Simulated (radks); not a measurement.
**Ionisation of Ru³⁺: one atom, several choices of relativity**

Aim: the ionisation energy of Ru³⁺ ([Kr] 4d5) to Ru⁴⁺ ([Kr] 4d4) for each choice of relativity, and which comes nearest the tabulated value.

Method: Kohn-Sham, PBE, spin-unpolarised, spherical densities. Code: radks (a radial shooting solver on a logarithmic mesh, Libxc functionals) version 1.

### Step 1. Starting point

```
element       : ruthenium (Z = 44)
charge        : +3
electrons     : 41
configuration : [Kr] 4d5
ion           : Ru⁴⁺, [Kr] 4d4
choices       : non-relativistic; scalar-relativistic; Dirac, 2j+1 shares; Dirac, low j first; scalar-relativistic, finite nucleus; Dirac, 2j+1 shares, finite nucleus; Dirac, c × 1.5; Dirac, c × 3; Dirac, c × 2
```

### Step 2. non-relativistic: Ru³⁺

Settings of this run:

```text
Z 44
configuration [Kr] 4d5
relativity non-relativistic
functional pbe,pbe
spin unpolarised
nucleus point
```

### Step 3. non-relativistic: Ru⁴⁺

Settings of this run:

```text
Z 44
configuration [Kr] 4d4
relativity non-relativistic
functional pbe,pbe
spin unpolarised
nucleus point
```

### Step 4. scalar-relativistic: Ru³⁺

Settings of this run:

```text
Z 44
configuration [Kr] 4d5
relativity scalar-relativistic
functional pbe,pbe
spin unpolarised
nucleus point
c 137.035999084
```

### Step 5. scalar-relativistic: Ru⁴⁺

Settings of this run:

```text
Z 44
configuration [Kr] 4d4
relativity scalar-relativistic
functional pbe,pbe
spin unpolarised
nucleus point
c 137.035999084
```

### Step 6. Dirac, 2j+1 shares: Ru³⁺

Settings of this run:

```text
Z 44
configuration [Kr] 4d5
relativity Dirac
functional pbe,pbe
spin unpolarised
j_filling average
nucleus point
c 137.035999084
```

### Step 7. Dirac, 2j+1 shares: Ru⁴⁺

Settings, as their differences from step 6:

```diff
@@ -1,3 +1,3 @@
 Z 44
-configuration [Kr] 4d5
+configuration [Kr] 4d4
 relativity Dirac
```

### Step 8. Dirac, low j first: Ru³⁺

Settings of this run:

```text
Z 44
configuration [Kr] 4d5
relativity Dirac
functional pbe,pbe
spin unpolarised
j_filling energy
nucleus point
c 137.035999084
```

### Step 9. Dirac, low j first: Ru⁴⁺

Settings, as their differences from step 8:

```diff
@@ -1,3 +1,3 @@
 Z 44
-configuration [Kr] 4d5
+configuration [Kr] 4d4
 relativity Dirac
```

### Step 10. scalar-relativistic, finite nucleus: Ru³⁺

Settings of this run:

```text
Z 44
configuration [Kr] 4d5
relativity scalar-relativistic
functional pbe,pbe
spin unpolarised
nucleus finite rms 4.4809 fm
c 137.035999084
```

### Step 11. scalar-relativistic, finite nucleus: Ru⁴⁺

Settings, as their differences from step 10:

```diff
@@ -1,3 +1,3 @@
 Z 44
-configuration [Kr] 4d5
+configuration [Kr] 4d4
 relativity scalar-relativistic
```

### Step 12. Dirac, 2j+1 shares, finite nucleus: Ru³⁺

Settings of this run:

```text
Z 44
configuration [Kr] 4d5
relativity Dirac
functional pbe,pbe
spin unpolarised
j_filling average
nucleus finite rms 4.4809 fm
c 137.035999084
```

### Step 13. Dirac, 2j+1 shares, finite nucleus: Ru⁴⁺

Settings, as their differences from step 12:

```diff
@@ -1,3 +1,3 @@
 Z 44
-configuration [Kr] 4d5
+configuration [Kr] 4d4
 relativity Dirac
```

### Step 14. Dirac, c × 1.5: Ru³⁺

Settings of this run:

```text
Z 44
configuration [Kr] 4d5
relativity Dirac
functional pbe,pbe
spin unpolarised
j_filling average
nucleus point
c 205.554
```

### Step 15. Dirac, c × 1.5: Ru⁴⁺

Settings, as their differences from step 14:

```diff
@@ -1,3 +1,3 @@
 Z 44
-configuration [Kr] 4d5
+configuration [Kr] 4d4
 relativity Dirac
```

### Step 16. Dirac, c × 3: Ru³⁺

Settings of this run:

```text
Z 44
configuration [Kr] 4d5
relativity Dirac
functional pbe,pbe
spin unpolarised
j_filling average
nucleus point
c 411.108
```

### Step 17. Dirac, c × 3: Ru⁴⁺

Settings, as their differences from step 16:

```diff
@@ -1,3 +1,3 @@
 Z 44
-configuration [Kr] 4d5
+configuration [Kr] 4d4
 relativity Dirac
```

### Step 18. Dirac, c × 2: Ru³⁺

Settings of this run:

```text
Z 44
configuration [Kr] 4d5
relativity Dirac
functional pbe,pbe
spin unpolarised
j_filling average
nucleus point
c 274.072
```

### Step 19. Dirac, c × 2: Ru⁴⁺

Settings, as their differences from step 18:

```diff
@@ -1,3 +1,3 @@
 Z 44
-configuration [Kr] 4d5
+configuration [Kr] 4d4
 relativity Dirac
```

What does the calculation give? Wanted: for each run, relativity; E(Ru³⁺); Δ-SCF; −ε(HOMO); <r> HOMO; error.

As calculated:

```
                         relativity  E(Ru³⁺) (hartree)  Δ-SCF (eV)  −ε(HOMO) (eV)  <r> HOMO (bohr)  error (eV)
                   non-relativistic        -4441.09872      45.031         37.808            1.426       +0.03
                scalar-relativistic        -4528.69095      44.512         37.352            1.439       -0.49
                 Dirac, 2j+1 shares        -4529.47836      44.507         37.179            1.444       -0.49
                 Dirac, low j first        -4529.50884      44.236         37.093            1.445       -0.76
scalar-relativistic, finite nucleus        -4528.61594      44.512         37.352            1.439       -0.49
 Dirac, 2j+1 shares, finite nucleus        -4529.40320      44.507         37.179            1.444       -0.49
                     Dirac, c × 1.5        -4479.26211      44.798         37.527            1.434       -0.20
                       Dirac, c × 3        -4450.48181      44.973         37.737            1.428       -0.03
                       Dirac, c × 2        -4462.35669      44.900         37.650            1.431       -0.10
```

In words: The NIST Atomic Spectra Database lists 45 +/- 1.7 eV (theoretical). Nearest is non-relativistic (+0.03 eV off), farthest Dirac, low j first (-0.76 eV). A non-relativistic run comes nearest only by cancelling errors. Runs with a scaled speed of light are not ranked. The ionisation energies span 0.80 eV, the total energies of Ru³⁺ 2406 eV (scaled speeds of light included): most of the change in the total cancels in the difference. From the non-relativistic level to Dirac, 2j+1 shares, finite nucleus the 1s level goes from -21367 to -21961 eV and the ionisation energy moves by -0.52 eV. Levels marked c × scale the speed of light and are no model of nature. Spin polarisation and multiplet splitting of open shells are left out at every level.
